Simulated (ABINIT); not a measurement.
Crystal: GaF.

```
Ga F
1.0
     3.16592    0.00000    0.00000
     0.00000    3.16592    0.00000
     0.00000    0.00000    3.16592
Ga F
1 1
Direct
  0.00000 0.00000 0.00000
  0.50000 0.50000 0.50000
```

The cell was built by a generator and needn't be a form met in nature.

| Quantity | Value |
| --- | --- |
| Program | ABINIT 10.8.3 (patched build) |
| Task | relaxation of cell and atoms |
| Functional | WC |
| Potentials or basis | PseudoDojo NC SR PBEsol v0.4.1 standard |
| Cutoff | 1143 eV |
| k mesh | 6 × 6 × 6 |
| Occupations | fermi-dirac, width 0.05 eV |
| Spin | no spin polarisation |

At the start: pressure -3.7 GPa; volume 15.87 Å³/atom.

How do energy, volume and symmetry change on relaxing?

Over 5 steps the energy falls by 16.3 meV/atom and the volume is 14.61 Å³/atom (-7.9 %); space group Pm-3m (No. 221, to 0.05 Å).

Step by step:
```csv
step,energy change (eV),largest force (eV/Å),pressure (GPa),volume (Å³)
1,0.0000,0.0000,-3.73,31.73
2,-0.0079,0.0000,-3.30,31.37
3,-0.0320,0.0000,0.64,28.91
4,-0.0326,0.0000,-0.12,29.27
5,-0.0326,0.0000,0.00,29.21
```

Final structure:
```cif
data_structure
_symmetry_space_group_name_H-M 'P 1'
_symmetry_Int_Tables_number 1
_cell_length_a 3.0797
_cell_length_b 3.0797
_cell_length_c 3.0797
_cell_angle_alpha 90.000
_cell_angle_beta 90.000
_cell_angle_gamma 90.000
_cell_volume 29.21
loop_
_atom_site_label
_atom_site_type_symbol
_atom_site_fract_x
_atom_site_fract_y
_atom_site_fract_z
_atom_site_occupancy
Ga1 Ga 0.00000 0.00000 0.00000 1
F1 F 0.50000 0.50000 0.50000 1
```

Caveat: the potentials were made for another functional, which shifts forces and pressure.
